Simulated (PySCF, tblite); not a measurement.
# C6H10OSi: geometry, infrared bands and NMR shifts

Wanted: the infrared bands and NMR shifts of C6H10OSi (`C#C[C@H](C)C(=O)C[SiH3]`), by calculation.

The runs use tblite 0.8.0 and PySCF 2.14.0, with density-fitted response routines of our own; the level of theory stands in each step. All values are computed, except where a source is named. Atoms count from 0, in the outputs and in this text.

**1. Starting geometry**

18 atoms, charge 0, multiplicity 1; geometry from: force field or distance geometry start.

Bonds of the start (Å): C0–C1 1.19, C1–C2 1.48, C2–C3 1.52, C2–C4 1.52, C4–O5 1.23, C4–C6 1.52, C6–Si7 1.86, C0–H8 1.07, C2–H9 1.10, C3–H10 1.10, C3–H11 1.11, C3–H12 1.09, C6–H13 1.09, C6–H14 1.09, Si7–H15 1.47, Si7–H16 1.49, Si7–H17 1.48.

**2. Relaxing the molecule with GFN2-xTB**

Job settings and geometry (Å):

```
{"job": {"kind": "relax", "xc": "GFN2-xTB", "basis": "xTB"}, "charge": 0, "multiplicity": 1}
C     -1.431800     2.201000     0.129400
C     -1.313700     1.033900    -0.094000
C     -1.143100    -0.417400    -0.347600
C     -2.221400    -1.198800     0.390200
C      0.255500    -0.892800     0.021500
O      0.453100    -1.755800     0.868300
C      1.417100    -0.291800    -0.761100
Si     2.587300     0.713000     0.272100
H     -1.553600     3.241800     0.329200
H     -1.286600    -0.606200    -1.419000
H     -2.130600    -2.280400     0.192600
H     -2.142000    -1.069800     1.484800
H     -3.231700    -0.890500     0.108600
H      1.027100     0.315500    -1.579600
H      1.940100    -1.119300    -1.234900
H      3.618800     1.303200    -0.599300
H      1.872400     1.835100     0.933900
H      3.274200    -0.114500     1.293400
```

Run with:

```bash
OMP_NUM_THREADS=1 python probes_run.py task.json out
```

The driver reads the jobs from task.json and runs them one after another.

**Question.** This job is followed by: GFN2-xTB harmonic vibrations, gas phase; GIAO PBE0/pcSseg-1 NMR shielding, non-relativistic, gas phase. What will the session give for the following? strongest single infrared mode (GFN2-xTB); zero-point energy (GFN2-xTB); 13C shifts against TMS (PBE0/pcSseg-1); 1H shifts against TMS (PBE0/pcSseg-1, means over atoms taken as alike); 17O shifts against H2O (PBE0/pcSseg-1); 29Si shifts against TMS (PBE0/pcSseg-1).

As calculated:

```
                                                              quantity                                    value
                             strongest single infrared mode (GFN2-xTB)                    1734 cm⁻¹, 359 km/mol
                                          zero-point energy (GFN2-xTB)                            83.9 kcal/mol
                                13C shifts against TMS (PBE0/pcSseg-1)  212.4, 91.6, 81.5, 40.8, 31.4, 20.8 ppm
1H shifts against TMS (PBE0/pcSseg-1, means over atoms taken as alike)   4.15, 3.62, 3.08, 2.23, 1.88, 1.51 ppm
                                17O shifts against H2O (PBE0/pcSseg-1)                                634.5 ppm
                               29Si shifts against TMS (PBE0/pcSseg-1)                                -66.3 ppm
```

**Reading.** The optimisation took 186 steps and gained 0.188 eV; among the close pairs (by a distance rule), C6–Si7 changed most, from 1.856 to 1.920 Å. The lowest mode is slightly imaginary (8i cm⁻¹), a soft motion within the noise of the Hessian, so the minimum is not strictly shown. The strongest single mode, at 1734 cm⁻¹, moves mainly C4 and O5. Unscaled tight-binding wavenumbers are off by several per cent, some by more. Its intensities can rank the bands wrongly. C4 (ketone carbonyl carbon) lies farthest downfield among carbon, at 212.4 ppm; low-lying n→π* states of the double bond to the heteroatom give a large paramagnetic term (-276 ppm). At PBE0/pcSseg-1: The largest span, 1232 ppm, is at O5, where the paramagnetic term is -699 ppm.
